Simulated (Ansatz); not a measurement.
Which YAML input does this script hand to the engine? (the Ansatz DFT code, driven from Python)

`run_scf.py`:
```python
import warnings

import ansatz as az
from ase.data import atomic_numbers
import spglib

warnings.simplefilter("ignore", az.DeckWarning)

lattice = az.Lattice.of(
    [0.0, 2.8405, 2.8405],
    [2.8405, 0.0, 2.8405],
    [2.8405, 2.8405, 0.0],
)
sites = [
    ("Sn", [0.0, 0.0, 0.0]),
    ("As", [0.5, 0.5, 0.5]),
]
cell = az.Crystal(lattice=lattice)
for symbol, position in sites:
    cell = cell.atom(symbol, position)

base = (
    cell.calculation()
    .functional("PBEsol")
    .pseudopotentials("paw")
    .basis(420)
    .kpoints(7)
    .occupations(az.OccupationsMethod.GAUSSIAN)
    .band_table()
)
out = base.run(threads=1)
data = out.report

print("%-22s %14.5f eV" % ("F = E - TS", data["free_energy_ev"]))
print("%-22s %14.5f eV" % ("E", data["internal_energy_ev"]))
print("%-22s %14.5f eV" % ("Harris-Foulkes", data["harris_foulkes_ev"]))
print("%-22s %14.5f eV" % ("Fermi level", data["fermi_energy_ev"]))

fermi = data["fermi_energy_ev"]
print("levels less the Fermi level (eV) at the first k-points")
for k, levels in list(zip(data["kpoints_frac"], data["eigenvalues_ev"]))[:4]:
    print("k = ({:.3f}, {:.3f}, {:.3f})".format(*k))
    print("   ", " ".join(f"{e - fermi:.3f}" for e in levels))

spg_cell = (out.lattice.cell_ang, [s.position_frac for s in out.lattice.sites], [atomic_numbers[s.symbol] for s in out.lattice.sites])
found = spglib.get_symmetry_dataset(spg_cell, symprec=1e-3)
print(found.international, found.number, "point group", found.pointgroup)
for site, letter, group in zip(out.lattice.sites, found.wyckoffs, found.site_symmetry_symbols):
    print(f"  {site.symbol:2s} Wyckoff {letter}  site symmetry {group}")

terms = data["components"]
print({name: round(terms[name], 3) for name in ("e_kinetic", "e_hartree", "e_xc", "e_local", "e_nonlocal")})
```

```console
$ python run_scf.py
F = E - TS               -10762.93706 eV
E                        -10762.93168 eV
Harris-Foulkes           -10762.93706 eV
Fermi level                  11.31958 eV
levels less the Fermi level (eV) at the first k-points
k = (0.000, 0.000, 0.000)
    -35.574 -35.574 -35.567 -35.567 -35.567 -21.503 -21.503 -21.492 -21.492 -21.492 -13.390 -2.551 -1.139 -1.139 -1.139 5.552 5.552 5.552 5.990
k = (0.000, 0.000, 0.143)
    -35.574 -35.574 -35.567 -35.567 -35.567 -21.506 -21.506 -21.491 -21.488 -21.488 -13.140 -4.249 -1.110 -1.110 0.050 4.277 4.277 4.372 6.018
k = (0.000, 0.000, 0.286)
    -35.574 -35.574 -35.567 -35.567 -35.567 -21.513 -21.513 -21.490 -21.477 -21.477 -12.423 -6.499 -0.968 -0.968 0.758 2.614 2.614 3.200 6.903
k = (0.000, 0.000, 0.429)
    -35.574 -35.574 -35.567 -35.566 -35.566 -21.520 -21.520 -21.489 -21.469 -21.469 -11.463 -8.302 -0.715 -0.715 0.838 1.506 1.506 2.550 9.050
Fm-3m 225 point group m-3m
  Sn Wyckoff a  site symmetry m-3m
  As Wyckoff b  site symmetry m-3m
{'e_kinetic': 291.137, 'e_hartree': 1429.931, 'e_xc': -458.649, 'e_local': -2443.394, 'e_nonlocal': -698.705}
```

`input.yaml`:
```yaml
crystal:
  lattice:
    - [0.0, 2.8405, 2.8405]
    - [2.8405, 0.0, 2.8405]
    - [2.8405, 2.8405, 0.0]
  atoms:
    - { symbol: Sn, position: [0.0, 0.0, 0.0] }
    - { symbol: As, position: [0.5, 0.5, 0.5] }
basis:
  ecutwfc: 420.0
kpoints:
  mp_grid: { grid: [7, 7, 7] }
hamiltonian:
  xc: pbesol
  pseudopotentials: { kind: paw }
scf:
  occupations: { method: gaussian }
output:
  eigenvalues: true
```

The program run on that file:
```console
$ ansatz run input.yaml --threads 1 --pin off --max-ram 3072MiB --backend cpu --events-out ev --progress --plain --runs-dir out
Engine: ansatz 0.2.0, x86_64-unknown-linux-gnu
Pseudopotentials: kind: paw
Pseudopotential: Sn, paw, valence charge 14, recommended cutoff 420 eV (normal), Sn.paw.azcp
Pseudopotential: As, paw, valence charge 15, recommended cutoff 420 eV (normal), As.paw.azcp
Functional definition: PBEsol
  exchange = pbesol_x
  correlation = pbesol_c
Crystal: 2 atoms, lattice volume = 45.837 Å³
Basis set: ecut = 420 eV, 893 PW (Γ)
Bands: 19, of which v1, the nominal top of the filled ones, is band 15 counted from 1 (14 counted from 0)
Symmetry: 48 space group operations
Space group: Fm-3m (ITA 225), of the structure as read, at distance tolerance 3.6e-5 Å
k-points: 20 of 343
Non-local potential: Sn, projectors of the file, l = 0: 2, l = 1: 2, l = 2: 2, l = 3: 2
Non-local potential: As, projectors of the file, l = 0: 2, l = 1: 2, l = 2: 3, l = 3: 1
PAW form: soft (Blöchl's): semilocal exchange-correlation on the pseudo side does not see the compensation charge
PAW frozen core: Sn, regenerated for the run's functional, and the local potential with it (the file was generated under x = pbe(κ = 0.804, μ = 0.2195149727645171), c = pbe(β = 0.06672455060314922))
PAW frozen core: As, regenerated for the run's functional, and the local potential with it (the file was generated under x = pbe(κ = 0.804, μ = 0.2195149727645171), c = pbe(β = 0.06672455060314922))
PAW one-centre angular grid: Sn, 590 points (default); XC on 64 Gauss nodes
PAW one-centre angular grid: As, 590 points (default); XC on 64 Gauss nodes
Initial density: superposition of atomic densities (neutral atoms: chi_scale 0, normalization atom), corrected by the library's trained network
Initial wavefunctions: pseudopotential atomic-orbital guess
Functional: x = pbesol(κ = 0.804, μ = 0.12345679012345678), c = pbesol(β = 0.046)
SCF iter   1: F=—  HF=-10762.940652 eV  |F-HF|=—  |Δ(HF+E_count)|=         —  Δρ=3.07e-3  dr2=6.32e-3  ethr=1.77e-3  ⟨swp⟩=5.2  Hψ=1781  notcnv=0
preconditioner: auto → Kerker (q_TF=auto, 2.528 Å⁻¹)  [metal: Δε(μ)=0.075 eV  Ē_g=18.397 eV  σ=0.100 eV  W_gap=0.37  n_scr=14 (ndim 8)  ℏωp=23.9 eV  f_vac=0.000  D(μ)=1.03/eV (n_scr^D=8)]
SCF iter   2: F=—  HF=-10762.937707 eV  |F-HF|=—  |Δ(HF+E_count)|=   2.94e-3  Δρ=1.87e-3  dr2=2.21e-3  ethr=2.18e-5  ⟨swp⟩=2.4  Hψ=841  notcnv=0
SCF iter   3: F=—  HF=-10762.937127 eV  |F-HF|=—  |Δ(HF+E_count)|=   5.80e-4  Δρ=6.11e-4  dr2=2.74e-4  ethr=7.61e-6  ⟨swp⟩=2.7  Hψ=701  notcnv=0
SCF iter   4: F=—  HF=-10762.937059 eV  |F-HF|=—  |Δ(HF+E_count)|=   6.85e-5  Δρ=2.84e-4  dr2=3.45e-5  ethr=9.45e-7  ⟨swp⟩=2.1  Hψ=658  notcnv=0  defer=1
SCF iter   5: F=—  HF=-10762.937064 eV  |F-HF|=—  |Δ(HF+E_count)|=   4.59e-6  Δρ=7.94e-5  dr2=3.83e-6  ethr=1.19e-7  ⟨swp⟩=2.0  Hψ=564  notcnv=0  defer=1
SCF iter   6: F=—  HF=-10762.937064 eV  |F-HF|=—  |Δ(HF+E_count)|=   6.16e-7  Δρ=5.29e-5  dr2=7.83e-7  ethr=1.32e-8  ⟨swp⟩=2.0  Hψ=656  notcnv=0  defer=1
SCF iter   7: F=-10762.937064 eV  HF=-10762.937064 eV  |F-HF|=2.01e-8  |Δ(HF+E_count)|=   5.86e-7  Δρ=8.00e-6  dr2=4.46e-8  ethr=3.45e-10  ⟨swp⟩=2.5  Hψ=1296  notcnv=0
SCF 1 converged in 7 iterations: F = -10762.937064 eV  dr2 = 4.46e-8
  greatest PAW one-centre occupation: 0.999 electrons in one spin orbital (limit 2), on the As atom at site 1 (counted from 0), in its partial waves of l = 2
SCF converged after 7 iterations
Free energy (F): -10762.937064 eV
Harris-Foulkes:  -10762.937064 eV  (|F-HF|=2.01e-8)
Internal energy: -10762.931677 eV  (E = F + TS)
E sigma→0 (E₀):  -10762.934371 eV
Entropy (-TS):   -0.005386 eV (-2.693 meV/atom)
Fermi energy:    11.319583 eV
--- Per-component energies (eV) ---
  E_band       = -291.865075
  E_kinetic    = 291.137099
  E_local      = -2443.393926  (includes V_loc(G=0)·N_el)
  E_nonlocal   = -698.704505
  E_hartree    = 1429.930867
  E_xc         = -458.649385
  E_vxc        = -177.110783  (∫ρ·V_xc dr)
  E_paw        = -5858.176246  (= ΣΔE_a)
  E_vpaw       = -123.661397  (= ΣTr[D̂ρ^β])
  E_aug_tail   = 0.000008  (compensation charges beyond the density's cutoff)
  E_ewald      = -3026.326858
  E_core_change = 1.251268  (= ΣΔE_core)
  E_smearing   = -0.005386  (= −TS)
  E_closure    = 0.000000  (closes the sum)
  Σ components = -10762.937064   (vs F -10762.937064, Δ=0.00e0)
--- Band table (eV; the first three rows and the last of 20) ---
  k-point 0: bands = ["-24.2547", "-24.2547", "-24.2478", "-24.2478", "-24.2478", "-10.1833", "-10.1833", "-10.1721", "-10.1721", "-10.1721", "-2.0703", "8.7685", "10.1809", "10.1809", "10.1809", "16.8715", "16.8715", "16.8715", "17.3094"]
  k-point 1: bands = ["-24.2546", "-24.2546", "-24.2477", "-24.2476", "-24.2476", "-10.1862", "-10.1862", "-10.1715", "-10.1681", "-10.1681", "-1.8207", "7.0707", "10.2100", "10.2100", "11.3698", "15.5967", "15.5967", "15.6911", "17.3376"]
  k-point 2: bands = ["-24.2544", "-24.2544", "-24.2475", "-24.2472", "-24.2472", "-10.1939", "-10.1939", "-10.1702", "-10.1577", "-10.1577", "-1.1034", "4.8210", "10.3512", "10.3512", "12.0780", "13.9335", "13.9335", "14.5193", "18.2228"]
  k-point 19: bands = ["-24.2548", "-24.2539", "-24.2474", "-24.2469", "-24.2461", "-10.2219", "-10.1842", "-10.1663", "-10.1565", "-10.1383", "0.8060", "3.9465", "6.1626", "7.2157", "11.5227", "14.0912", "16.8676", "18.0074", "19.1197"]
```

Notes:
- Absolute energies stand on the zero of these potentials, so only differences at equal settings mean something. A total without «per atom» is that of the cell as typed.
- The energy terms are those on the plane-wave grid, with the one-centre PAW part apart; the terms shown are only some of the summands, so they needn't add up to F.
- The computed bands are complete only to about 5.4 eV above the Fermi level.
- For a metal this k-point mesh is coarse: on a finer one energies can move by several to tens of meV an atom and pressures by half a GPa or more, differences at one mesh by less.
- The zero of the levels is a convention of the potentials, so an absolute Fermi energy is no work function.
- Of the deposited cell: the entry's cell lengths or inner coordinates differ somewhat from later room-temperature determinations.
- The starting cell is as deposited in a crystallographic database; the results hold for this polymorph, which needn't be the stable one.
- Levels are Kohn-Sham eigenvalues on this mesh, without spin-orbit coupling.
- The whole script took 2.5 s on 1 thread of AMD EPYC 7R13 Processor (Zen 3), with other jobs on the host, peak memory 0.38 GiB.

(Lines on the test bed's own set-up are left out of the output.)
